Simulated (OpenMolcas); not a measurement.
# Ir³⁺ among point charges: CASSCF and CASPT2 levels and susceptibility

Aim: the splitting of the states of Ir³⁺ in the field of 6 point charges, its lowest levels with spin-orbit coupling and its magnetic susceptibility.

Program: OpenMolcas 26.06. Level of theory: state-averaged CASSCF and CASPT2, spin-orbit coupling by RASSI with atomic mean-field integrals. These are calculated values, not measurements, unless marked.

### Step 1. Starting point

```
Species                           : Ir³⁺ (iridium, Z = 77, 74 electrons)
Basis                             : ANO-RCC-VDZP [7s6p4d2f], 59 functions
Scalar Hamiltonian                : DKH2, point nucleus
Inactive shells                   : 1s 2s 2p 3s 3p 3d 4s 4p 4d 4f 5s 5p
Active space                      : 6 electrons in 5 orbitals (5d)
Some configurations of this space : 5d⁶
Orbitals                          : optimised for each spin and parity, averaged over all roots
```

Outer shells as boxes (Hund's rule):

5d6
```
5d [↑↓][↑ ][↑ ][↑ ][↑ ]
```

The ion sits among 6 point charges of -1.7 e arranged as a tetragonal octahedron (D4h), 1.91 Å from the ion, with the axial distance 1.929 Å.

Each step is its own input file, run in one work folder so that later steps find the files of earlier ones. Labels, J, g values, rates, χT and fits are worked out afterwards by a script from the matrices that RASSI stores. The input lists half of the charges; inversion (Group=XYZ) makes the rest.

### Step 2. One- and two-electron integrals

a.inp

```
&GATEWAY
Coord
1

Ir 0.0 0.0 0.0
Basis=ANO-RCC-VDZP
Group=XYZ
NoMove
AngMom=0.0 0.0 0.0
AMFI
XField
3 Angstrom 0
1.910000 0.000000 0.000000 -1.700000
0.000000 1.910000 0.000000 -1.700000
0.000000 0.000000 1.929100 -1.700000
&SEWARD
```

Command:

```
$ OMP_NUM_THREADS=1 MOLCAS_MEM=1689 MOLCAS_PROJECT=a pymolcas a.inp > a.log
```

### Step 3. CASSCF: quintets of even parity, 5 roots

a.inp

```
&RASSCF
FileOrb=start.orb
Symmetry=1
Spin=5
nActEl=6 0 0
Inactive=15 19
Ras2=5 0
CIRoot=5 5 1
SDav=5
CIMx=300
Iter=120 100
PrWF=0.3
OrbListing=Nothing
MaxOrb=0
>>> COPY $Project.JobIph JOB001
```

start.orb holds the contracted functions of the basis, ordered by shell, or the orbitals of the step before.

### Step 4. Reference wave functions, triplets of even parity, 45 roots

a.inp

```
&RASSCF
FileOrb=start.orb
Symmetry=1
Spin=3
nActEl=6 0 0
Inactive=15 19
Ras2=5 0
CIRoot=45 45 1
SDav=45
CIMx=300
Iter=120 100
PrWF=0.3
OrbListing=Nothing
MaxOrb=0
>>> COPY $Project.JobIph JOB002
```

### Step 5. Reference wave functions, singlets of even parity, 50 roots

a.inp

```
&RASSCF
FileOrb=start.orb
Symmetry=1
Spin=1
nActEl=6 0 0
Inactive=15 19
Ras2=5 0
CIRoot=50 50 1
SDav=50
CIMx=300
Iter=120 100
PrWF=0.3
OrbListing=Nothing
MaxOrb=0
>>> COPY $Project.JobIph JOB003
```

### Step 6. RASSI: spin-orbit coupling between the states

a.inp

```
&RASSI
NrOfJobIphs=3 5 45 50
1 2 3 4 5
1 2 3 4 5 6 7 8 9 10 11 12 13 14 15 16 17 18 19 20 21 22 23 24 25 26 27
28 29 30 31 32 33 34 35 36 37 38 39 40 41 42 43 44 45
1 2 3 4 5 6 7 8 9 10 11 12 13 14 15 16 17 18 19 20 21 22 23 24 25 26 27
28 29 30 31 32 33 34 35 36 37 38 39 40 41 42 43 44 45 46 47 48 49 50
IphNames
JOB001
JOB002
JOB003
EJob
SpinOrbit
DIPRint=1.0
SOCoupling=1000.0
Subsets=2
Property=9
'ANGMOM' 1 'ANGMOM' 2 'ANGMOM' 3 'MLTPL  1' 1 'MLTPL  1' 2 'MLTPL  1' 3
'AMFI' 1 'AMFI' 2 'AMFI' 3
SOProperty=3
'ANGMOM' 1 'ANGMOM' 2 'ANGMOM' 3
```

### Step 7. CASPT2: IPEA 0.25, imaginary shift 0.1 (closed shells correlated: 5s 5p)

a.inp

```
>>> COPY JOB001 $Project.JobIph
&CASPT2
Multistate=5 1 2 3 4 5
NoMult
Frozen=14 16
IPEA=0.25
Imaginary=0.1
MaxIter=60
WThr=0.0 0.3 0.05
PrWF=0.5
NoMix
>>> COPY JOB002 $Project.JobIph
&CASPT2
Multistate=45 1 2 3 4 5 6 7 8 9 10 11 12 13 14 15 16 17 18 19 20 21 22
23 24 25 26 27 28 29 30 31 32 33 34 35 36 37 38 39 40 41 42 43 44 45
NoMult
Frozen=14 16
IPEA=0.25
Imaginary=0.1
MaxIter=60
WThr=0.0 0.3 0.05
PrWF=0.5
NoMix
>>> COPY JOB003 $Project.JobIph
&CASPT2
Multistate=50 1 2 3 4 5 6 7 8 9 10 11 12 13 14 15 16 17 18 19 20 21 22
23 24 25 26 27 28 29 30 31 32 33 34 35 36 37 38 39 40 41 42 43 44 45 46
47 48 49 50
NoMult
Frozen=14 16
IPEA=0.25
Imaginary=0.1
MaxIter=60
WThr=0.0 0.3 0.05
PrWF=0.5
NoMix
```

(Steps that only read results are left out.)

**Question.** What will these runs give? Wanted: spin-free ground state; first state of the same spin within the active space; lowest level; next level.

The runs gave:

| quantity | value |
| --- | --- |
| method | SS-CASPT2, IPEA 0.25, imaginary shift 0.1 (closed shells correlated: 5s 5p) |
| spin-free ground state | 5E, 2-fold in its orbital part |
| first state of the same spin within the active space | 5B2 at 296 cm⁻¹ |
| lowest level | 1-fold A1 |
| next level | 1880.6 cm⁻¹ |
| χT at 300 K | 0.38 cm³ K/mol |
| effective moment at 300 K | 1.74 μB |

Cost by method:

| method | time of its own steps | time with the reference |
| --- | --- | --- |
| A. CASSCF | 23 s | 23 s |
| B. SS-CASPT2, IPEA 0.25, imaginary shift 0.1, +5s 5p | 6.2 s | 29 s |

Times are of one thread on a shared host.

The spin-free ground state (5E) comes to 100 % from free-ion D terms and keeps the highest spin of the shell. χT at 300 K is 0.38, against 3.01 cm³ K/mol for the spin alone, so spin-orbit coupling lowers it. An active space of the d shell alone favours high spin; real ions in strong fields can be low spin. The field of point charges can differ much from that of real complexes. With metal d orbitals alone active, the gaps between spin states are rough; where two lie within a few thousand cm-1, their order is open. Point charges carry no covalency, so the field is a model and not that of real ligands.
